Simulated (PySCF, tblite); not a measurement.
# C7H9FOSi: geometry, infrared bands and NMR shifts

Aim: predict the infrared bands and NMR shifts of C7H9FOSi (`C=C1[C@@H](C#CC)[C@H]1O[SiH2]F`).

Programs: tblite 0.8.0 and PySCF 2.14.0, with density-fitted response routines of our own. Each step states its level of theory. These are calculated values for one molecule in the gas phase, unless marked as measured. Atoms are numbered from 0 throughout.

## Step 1: The starting structure

19 atoms, charge 0, multiplicity 1; geometry from: force field or distance geometry start.

Bonds of the start (Å): C0–C1 1.32, C1–C2 1.42, C2–C3 1.44, C3–C4 1.19, C4–C5 1.46, C2–C6 1.61, C6–O7 1.44, O7–Si8 1.66, Si8–F9 1.61, C6–C1 1.41, C0–H10 1.10, C0–H11 1.08, C2–H12 1.09, C5–H13 1.10, C5–H14 1.10, C5–H15 1.09, C6–H16 1.09, Si8–H17 1.48, Si8–H18 1.48.

## Step 2: Relaxing the molecule with GFN2-xTB

The job: settings as JSON, then the geometry in Å.

```
{"job": {"kind": "relax", "xc": "GFN2-xTB", "basis": "xTB"}, "charge": 0, "multiplicity": 1}
C     -1.345100    -2.319000     0.642200
C     -0.847500    -1.143100     0.957200
C      0.308600    -0.468300     1.445100
C      1.473200    -0.143500     0.667800
C      2.457800     0.107700     0.047900
C      3.648200     0.430000    -0.742100
C     -1.079100     0.245800     1.058800
O     -1.018100     1.151700    -0.060900
Si    -2.443800     1.476400    -0.853500
F     -3.546100     1.898700     0.246200
H     -2.375300    -2.403300     0.280100
H     -0.766000    -3.225000     0.723800
H      0.479300    -0.589100     2.514400
H      4.410900     0.918200    -0.116900
H      3.405400     1.113800    -1.563500
H      4.095100    -0.474500    -1.149200
H     -1.677200     0.560600     1.919700
H     -2.258100     2.594900    -1.808100
H     -2.931900     0.277200    -1.568400
```

The run is started by

```
> OMP_NUM_THREADS=1 python probes_run.py task.json out
```

The driver reads the jobs from task.json and runs them one after another.

**Question.** This job is followed by: GFN2-xTB harmonic vibrations, gas phase; GIAO PBE0/pcSseg-1 NMR shielding, non-relativistic, gas phase. What will the session give for the following? strongest single infrared mode (GFN2-xTB); zero-point energy (GFN2-xTB); 13C shifts against TMS (PBE0/pcSseg-1); 1H shifts against TMS (PBE0/pcSseg-1, means over atoms taken as alike); 17O shifts against H2O (PBE0/pcSseg-1); 29Si shifts against TMS (PBE0/pcSseg-1); 19F shifts against CFCl3 (PBE0/pcSseg-1).

The runs gave:

| quantity | value |
| --- | --- |
| strongest single infrared mode (GFN2-xTB) | 2322 cm⁻¹, 353 km/mol |
| zero-point energy (GFN2-xTB) | 84.4 kcal/mol |
| 13C shifts against TMS (PBE0/pcSseg-1) | 142.8, 116.2, 86.1, 82.9, 56.8, 17.7, 4.8 ppm |
| 1H shifts against TMS (PBE0/pcSseg-1, means over atoms taken as alike) | 6.27, 6.12, 5.10, 4.82, 4.33, 2.23, 1.93 ppm |
| 17O shifts against H2O (PBE0/pcSseg-1) | 46.1 ppm |
| 29Si shifts against TMS (PBE0/pcSseg-1) | -37.8 ppm |
| 19F shifts against CFCl3 (PBE0/pcSseg-1) | -169.5 ppm |

Relaxing lowered the energy by 0.610 eV in 181 steps; the close pair that moved most is C2–C6, from 1.608 to 1.536 Å. All 51 modes are real, so the xTB geometry is a minimum. The strongest single mode, at 2322 cm⁻¹, moves mainly H18 and H17. Unscaled tight-binding wavenumbers are off by several per cent, some by more. Its intensities can rank the bands wrongly. C1 (fully substituted alkene carbon) lies farthest downfield among carbon, at 142.8 ppm; the olefinic region.
